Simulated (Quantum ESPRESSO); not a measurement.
# Cu in Quantum ESPRESSO: work function with PBE

Aim: the work function of Cu with PBE.

Program: Quantum ESPRESSO 7.5. These are calculated values, not measurements. Logs are shortened: lines on timing, memory, paths and dates and some standing lists are left out, and cuts for length are marked.

## Step 1: The slab as given

The cell holds a slab with vacuum, 6 atoms: a = 2.556 Å, b = 2.556 Å, c = 25.436 Å, α = 90.00°, β = 90.00°, γ = 120.00°.

## Step 2: Work function, PBE

Input file pw.in:

```
&CONTROL
  calculation = 'scf'
  prefix = 'pwscf'
  outdir = './tmp'
  pseudo_dir = './pseudo'
  tprnfor = .true.
  disk_io = 'low'
/
&SYSTEM
  ibrav = 0
  celldm(1) = 8
  nat = 6
  ntyp = 1
  ecutwfc = 92
  nbnd = 73
  occupations = 'smearing'
  smearing = 'fd'
  degauss = 0.00367493
/
&ELECTRONS
  conv_thr = 6d-09
  electron_maxstep = 150
  mixing_beta = 0.3
  mixing_mode = 'local-TF'
/
ATOMIC_SPECIES
Cu    63.5460 Cu.upf
CELL_PARAMETERS alat
  0.6038126173337  -0.0000000000000  -0.0000000000000
 -0.3019063086668   0.5229170657365   0.0000000000000
  0.0000000000000   0.0000000000000   6.0082911715431
ATOMIC_POSITIONS crystal
Cu     0.6666666667    0.3333333333    0.2948622481
Cu     0.3333333333    0.6666666667    0.3769173488
Cu     0.0000000000    0.0000000000    0.4589724496
Cu     0.6666666667    0.3333333333    0.5410275504
Cu     0.3333333333    0.6666666667    0.6230826512
Cu     0.0000000000    0.0000000000    0.7051377519
K_POINTS automatic
12 12 1 0 0 0
```

Input file pp_density.in:

```
&INPUTPP
  prefix = 'pwscf'
  outdir = './tmp'
  filplot = 'density.dat'
  plot_num = 0
/
&PLOT
  nfile = 1
  filepp(1) = 'density.dat'
  iflag = 3
  output_format = 6
  fileout = 'density.cube'
/
```

Input file pp_potential.in:

```
&INPUTPP
  prefix = 'pwscf'
  outdir = './tmp'
  filplot = 'potential.dat'
  plot_num = 11
/
&PLOT
  nfile = 1
  filepp(1) = 'potential.dat'
  iflag = 3
  output_format = 6
  fileout = 'potential.cube'
/
```

Input file pp_elf.in:

```
&INPUTPP
  prefix = 'pwscf'
  outdir = './tmp'
  filplot = 'elf.dat'
  plot_num = 8
/
&PLOT
  nfile = 1
  filepp(1) = 'elf.dat'
  iflag = 3
  output_format = 6
  fileout = 'elf.cube'
/
```

Potentials or basis: Ansatz NC SR PBE.

The run is started by

```bash
OMP_NUM_THREADS=1 pw.x -in pw.in > pw.out
OMP_NUM_THREADS=1 pp.x -in pp_density.in > pp_density.out
OMP_NUM_THREADS=1 pp.x -in pp_potential.in > pp_potential.out
OMP_NUM_THREADS=1 pp.x -in pp_elf.in > pp_elf.out
```

pw.out:

```text
[... set-up lines left out ...]
     Self-consistent Calculation

     iteration #  1     ecut=    92.00 Ry     beta= 0.30
     Davidson diagonalization with overlap
     ethr =  1.00E-02,  avg # of iterations =  6.2

     negative rho (up, down):  6.082E-04 0.000E+00

     total energy              =   -2277.06917206 Ry
     estimated scf accuracy    <       1.45748404 Ry

     iteration #  2     ecut=    92.00 Ry     beta= 0.30
     Davidson diagonalization with overlap
     ethr =  1.28E-03,  avg # of iterations =  1.0

     negative rho (up, down):  2.967E-04 0.000E+00

     total energy              =   -2277.00481899 Ry
     estimated scf accuracy    <       0.37370374 Ry

     iteration #  3     ecut=    92.00 Ry     beta= 0.30
     Davidson diagonalization with overlap
     ethr =  3.28E-04,  avg # of iterations =  2.2

     total energy              =   -2277.05458244 Ry
     estimated scf accuracy    <       0.04030379 Ry

     iteration #  4     ecut=    92.00 Ry     beta= 0.30
     Davidson diagonalization with overlap
     ethr =  3.54E-05,  avg # of iterations =  5.6

     total energy              =   -2277.05490388 Ry
     estimated scf accuracy    <       0.00808482 Ry

     iteration #  5     ecut=    92.00 Ry     beta= 0.30
     Davidson diagonalization with overlap
     ethr =  7.09E-06,  avg # of iterations =  6.1

     total energy              =   -2277.05521012 Ry
     estimated scf accuracy    <       0.00082274 Ry

     iteration #  6     ecut=    92.00 Ry     beta= 0.30
     Davidson diagonalization with overlap
     ethr =  7.22E-07,  avg # of iterations =  2.1

     total energy              =   -2277.05524054 Ry
     estimated scf accuracy    <       0.00039358 Ry
[... 19 lines left out ...]
     total energy              =   -2277.05517345 Ry
     estimated scf accuracy    <       0.00005376 Ry

     iteration # 10     ecut=    92.00 Ry     beta= 0.30
     Davidson diagonalization with overlap
     ethr =  4.72E-08,  avg # of iterations =  2.6

     total energy              =   -2277.05518684 Ry
     estimated scf accuracy    <       0.00001950 Ry

     iteration # 11     ecut=    92.00 Ry     beta= 0.30
     Davidson diagonalization with overlap
     ethr =  1.71E-08,  avg # of iterations =  2.2

     total energy              =   -2277.05519751 Ry
     estimated scf accuracy    <       0.00000524 Ry

     iteration # 12     ecut=    92.00 Ry     beta= 0.30
     Davidson diagonalization with overlap
     ethr =  4.59E-09,  avg # of iterations =  5.1

     negative rho (up, down):  3.232E-07 0.000E+00

     total energy              =   -2277.05520034 Ry
     estimated scf accuracy    <       0.00000053 Ry

     iteration # 13     ecut=    92.00 Ry     beta= 0.30
     Davidson diagonalization with overlap
     ethr =  4.61E-10,  avg # of iterations =  3.8

     total energy              =   -2277.05520099 Ry
     estimated scf accuracy    <       0.00000016 Ry

     iteration # 14     ecut=    92.00 Ry     beta= 0.30
     Davidson diagonalization with overlap
     ethr =  1.40E-10,  avg # of iterations =  2.6

     total energy              =   -2277.05520130 Ry
     estimated scf accuracy    <       0.00000003 Ry

     iteration # 15     ecut=    92.00 Ry     beta= 0.30
     Davidson diagonalization with overlap
     ethr =  2.31E-11,  avg # of iterations =  4.0

     End of self-consistent calculation

          k = 0.0000 0.0000 0.0000 ( 14589 PWs)   bands (ev):

  -106.3820-106.3804-106.3749-106.3695-106.1481-106.1481 -63.8088 -63.7850
   -63.7517 -63.7218 -63.7086 -63.7086 -63.7070 -63.7070 -63.7001 -63.7001
   -63.6936 -63.6936 -63.5085 -63.5085 -63.5085 -63.5085 -63.4636 -63.4636
    -3.0056  -2.3764  -1.3797  -0.2051   0.7287   1.0634   3.0270   3.0486
     3.1910   3.2082   3.2082   3.2454   3.2454   3.2869   3.2927   3.2927
     3.3328   3.3328   3.4896   3.4896   3.5074   3.5074   3.8114   4.0343
     4.0343   4.0548   4.0548   4.1694   4.1694   4.3657   4.3657   4.5412
     4.5412   4.6102   4.6102   5.2853   5.7711  10.3618  10.5144  11.6210
    11.7567  13.6069  13.9082  16.2611  16.6548  19.5554  19.8492  23.3125
    23.4938

          k = 0.0000 0.1594 0.0000 ( 14575 PWs)   bands (ev):

  -106.3812-106.3797-106.3743-106.3691-106.1475-106.1475 -63.8069 -63.7841
   -63.7522 -63.7235 -63.7136 -63.7119 -63.7102 -63.7085 -63.7047 -63.7014
   -63.6988 -63.6947 -63.5140 -63.5140 -63.5099 -63.5099 -63.4631 -63.4631
    -2.7825  -2.1581  -1.1702  -0.0088   0.9033   1.2108   2.9283   2.9630
     3.1218   3.1342   3.1888   3.2375   3.2857   3.2969   3.3171   3.3425
     3.3679   3.4007   3.4298   3.4901   3.5552   3.5664   3.5794   3.9487
     3.9574   4.0619   4.0727   4.1784   4.1921   4.2664   4.3667   4.3725
     4.5424   4.6145   4.7650   5.7629   6.3641  10.5153  10.7228  11.7976
    11.9563  13.8143  14.0894  16.4682  16.8435  19.7575  20.0419  23.5015
    23.6820

          k = 0.0000 0.3187 0.0000 ( 14499 PWs)   bands (ev):

  -106.3791-106.3779-106.3727-106.3678-106.1458-106.1458 -63.8016 -63.7820
   -63.7546 -63.7323 -63.7268 -63.7233 -63.7154 -63.7146 -63.7125 -63.7121
   -63.7050 -63.6977 -63.5288 -63.5288 -63.5137 -63.5137 -63.4616 -63.4616
    -2.1296  -1.5240  -0.5717   0.5316   1.3657   1.5973   2.6665   2.8176
     2.8518   2.9641   3.0164   3.1344   3.2749   3.2815   3.3353   3.4009
     3.4184   3.4999   3.5191   3.5579   3.5845   3.7043   3.7742   3.7814
     3.8775   3.9240   3.9998   4.0730   4.1968   4.2036   4.3663   4.5443
     4.6088   4.6255   5.3463   6.6238   7.5336  10.9749  11.3480  12.3557
    12.5565  14.4355  14.6394  17.0847  17.4044  20.2932  20.5058  20.6306
    21.1374
[... 16 lines left out ...]
  -106.3732-106.3727-106.3683-106.3648-106.1412-106.1412 -63.7905 -63.7830
   -63.7740 -63.7708 -63.7605 -63.7484 -63.7375 -63.7266 -63.7265 -63.7235
   -63.7149 -63.7064 -63.5690 -63.5690 -63.5240 -63.5240 -63.4575 -63.4575
     0.0940   0.5018   1.0411   1.5322   1.9308   2.0845   2.1338   2.3291
     2.5578   2.8029   2.9946   3.0763   3.2149   3.2873   3.3489   3.4343
     3.5528   3.6998   3.8325   3.8377   3.9833   4.0874   4.2385   4.2701
     4.3088   4.3514   4.3734   4.4183   4.4717   4.4934   4.5636   4.5697
     4.6595   5.5464   7.0156   8.8495  10.6176  12.5935  13.2235  13.7454
    14.1426  14.7617  14.9983  15.2149  16.1250  16.8767  17.1144  17.6303
    19.3175

          k = 0.0000 0.7968 0.0000 ( 14444 PWs)   bands (ev):

  -106.3710-106.3707-106.3665-106.3639-106.1395-106.1395 -63.7943 -63.7937
   -63.7849 -63.7814 -63.7639 -63.7511 -63.7442 -63.7308 -63.7301 -63.7275
   -63.7185 -63.7096 -63.5836 -63.5836 -63.5277 -63.5277 -63.4560 -63.4560
     0.9980   1.2384   1.3529   1.5780   1.8732   1.9274   2.0221   2.1508
     2.4138   2.7741   3.0691   3.1747   3.2638   3.2755   3.4447   3.4995
     3.6717   3.8275   4.0543   4.1714   4.3132   4.4269   4.5300   4.5447
     4.5553   4.5735   4.6089   4.6679   4.7436   4.7530   4.7802   5.2821
     5.6022   6.5899   8.0220   9.3089  10.7165  11.2991  11.9132  12.6329
    13.6086  14.5644  15.1390  15.8080  16.2550  16.6742  16.9604  17.9844
    18.5225

          k = 0.0000-0.9562 0.0000 ( 14468 PWs)   bands (ev):

  -106.3701-106.3700-106.3658-106.3637-106.1389-106.1389 -63.7987 -63.7971
   -63.7897 -63.7864 -63.7599 -63.7512 -63.7483 -63.7324 -63.7315 -63.7289
   -63.7199 -63.7108 -63.5889 -63.5889 -63.5291 -63.5291 -63.4555 -63.4555
     1.2176   1.3937   1.5132   1.5953   1.8493   1.9062   1.9346   2.0690
     2.3640   2.7741   3.0413   3.1469   3.2476   3.3350   3.4786   3.5360
     3.8185   3.8409   4.1676   4.1798   4.4568   4.4677   4.5791   4.6281
     4.6410   4.6446   4.6746   4.7267   4.8338   4.8360   5.6589   6.4309
     7.0096   7.3617   7.6016   7.6739  10.1951  10.8345  11.5448  12.2410
    13.4562  14.0443  15.2083  15.6037  17.1422  17.1617  17.9840  18.1613
    18.6296

          k = 0.1380 0.2390 0.0000 ( 14535 PWs)   bands (ev):

  -106.3798-106.3784-106.3732-106.3682-106.1463-106.1463 -63.8033 -63.7826
   -63.7536 -63.7286 -63.7212 -63.7211 -63.7142 -63.7128 -63.7096 -63.7092
   -63.7030 -63.6975 -63.5238 -63.5238 -63.5128 -63.5128 -63.4620 -63.4620
    -2.3440  -1.7313  -0.7649   0.3621   1.2259   1.4812   2.7856   2.8152
     2.9529   3.0008   3.0869   3.1192   3.2886   3.3052   3.3503   3.3772
     3.4341   3.4421   3.4498   3.5274   3.5322   3.6785   3.7237   3.8918
     3.8929   3.9416   3.9817   4.1187   4.1367   4.2670   4.3161   4.5019
     4.5749   4.6064   5.1860   6.3761   7.1897  10.8218  11.1397  12.1663
    12.3564  14.2291  14.4557  16.8809  17.2198  20.1548  20.4191  22.5761
    22.5770

          k = 0.1380 0.3984 0.0000 ( 14513 PWs)   bands (ev):

  -106.3773-106.3762-106.3713-106.3668-106.1443-106.1443 -63.7970 -63.7807
   -63.7584 -63.7429 -63.7363 -63.7330 -63.7234 -63.7212 -63.7178 -63.7153
   -63.7086 -63.7020 -63.5406 -63.5406 -63.5179 -63.5179 -63.4602 -63.4602
    -1.5033  -0.9238  -0.0245   0.9895   1.7319   1.9120   2.5203   2.6490
     2.7193   2.8474   2.8712   2.9939   3.1670   3.2080   3.2475   3.3730
     3.4205   3.4969   3.6021   3.6938   3.7403   3.7871   3.8207   3.8713
     3.9083   4.0366   4.0757   4.1758   4.2358   4.2682   4.4319   4.4777
     4.5741   4.8867   5.8058   7.2816   8.4477  11.4463  11.9735  12.9421
    13.1584  15.0539  15.1952  17.6801  17.9291  18.7561  19.2648  20.2347
    20.8147
[... 107 lines left out ...]
  -106.3690-106.3690-106.3647-106.3635-106.1380-106.1380 -63.7854 -63.7834
   -63.7776 -63.7748 -63.7653 -63.7569 -63.7553 -63.7473 -63.7426 -63.7392
   -63.7326 -63.7285 -63.5750 -63.5750 -63.5525 -63.5525 -63.4547 -63.4547
     1.9169   1.9563   2.0682   2.1114   2.2254   2.2505   2.4070   2.4397
     2.5475   2.6175   2.6716   2.8562   2.9341   3.0799   3.1847   3.4219
     3.4548   3.5590   3.5744   3.7405   3.8876   4.0167   4.1160   4.1662
     4.3342   4.4460   4.5468   4.5509   4.6015   4.6569   7.4997   7.8758
     8.5471   9.3969   9.9437  10.4223  11.0644  11.8358  12.2208  12.6033
    12.8171  13.4163  14.1924  14.5195  15.1861  15.8115  16.4189  16.9199
    17.4681

          k = 0.5520 0.9562 0.0000 ( 14436 PWs)   bands (ev):

  -106.3686-106.3686-106.3639-106.3639-106.1377-106.1377 -63.7791 -63.7791
   -63.7764 -63.7691 -63.7674 -63.7674 -63.7558 -63.7558 -63.7456 -63.7376
   -63.7338 -63.7338 -63.5658 -63.5658 -63.5650 -63.5650 -63.4544 -63.4544
     2.1997   2.1997   2.2150   2.2920   2.3131   2.3131   2.3322   2.3880
     2.3880   2.5748   2.5748   2.9663   2.9663   3.0178   3.0989   3.4087
     3.4087   3.4639   3.4659   3.9158   3.9158   3.9369   4.0699   4.0699
     4.4404   4.4404   4.4742   4.5381   4.5381   4.5540   9.5432   9.5468
     9.5468   9.8985   9.8985  10.4373  10.6160  11.3642  11.3642  11.6463
    12.4684  12.4684  13.9680  13.9680  15.0397  16.0202  16.0202  16.2607
    17.8654

     the Fermi energy is     6.2315 ev

!    total energy              =   -2277.05520142 Ry
     estimated scf accuracy    <          1.6E-09 Ry
     smearing contrib. (-TS)   =      -0.00184459 Ry
     internal energy E=F+TS    =   -2277.05335684 Ry

     The total energy is F=E-TS. E is the sum of the following terms:
     one-electron contribution =  -18267.93094482 Ry
     hartree contribution      =    9155.59282047 Ry
     xc contribution           =    -280.02262223 Ry
     ewald contribution        =    7115.30738974 Ry

     convergence has been achieved in  15 iterations

     Forces acting on atoms (cartesian axes, Ry/au):

     atom    1 type  1   force =    -0.00000000   -0.00000000    0.00131036
     atom    2 type  1   force =     0.00000000   -0.00000000   -0.00085334
     atom    3 type  1   force =     0.00000000    0.00000000   -0.00015722
     atom    4 type  1   force =     0.00000000    0.00000000    0.00015722
     atom    5 type  1   force =     0.00000000   -0.00000000    0.00085334
     atom    6 type  1   force =     0.00000000    0.00000000   -0.00131036

     Total force =     0.002223     Total SCF correction =     0.000318
     SCF correction compared to forces is large: reduce conv_thr to get better values

=------------------------------------------------------------------------------=
   JOB DONE.
=------------------------------------------------------------------------------=
```

Wall time 8.2 min (1 thread of Arm Neoverse V2, shared host); peak memory 0.54 GiB.

What came out:

```
Free energy                     : -30980.9143 eV
Largest force                   : 0.034 eV/Å
Band gap on the k mesh          : none (metal or under the smearing width)
Work function of the upper face : 4.69 eV
Work function of the lower face : 4.69 eV
```

Forces on the atoms (eV/Å):
```
Cu   0.000  0.000  0.034
Cu   0.000  0.000 -0.022
Cu   0.000  0.000 -0.004
Cu   0.000  0.000  0.004
Cu   0.000  0.000  0.022
Cu   0.000  0.000 -0.034
```

Levels at points of the mesh, in eV from the Fermi level:
```tsv
k point	band 54	band 55	band 56	band 57	band 58	band 59	band 60	band 61
(0.00, 0.00, 0.00)	-1.87	-1.87	-1.69	-1.69	-1.62	-1.62	-0.95	-0.46
(0.00, -0.50, 0.00)	-1.40	-0.57	0.20	0.78	1.13	1.37	1.44	3.96
```
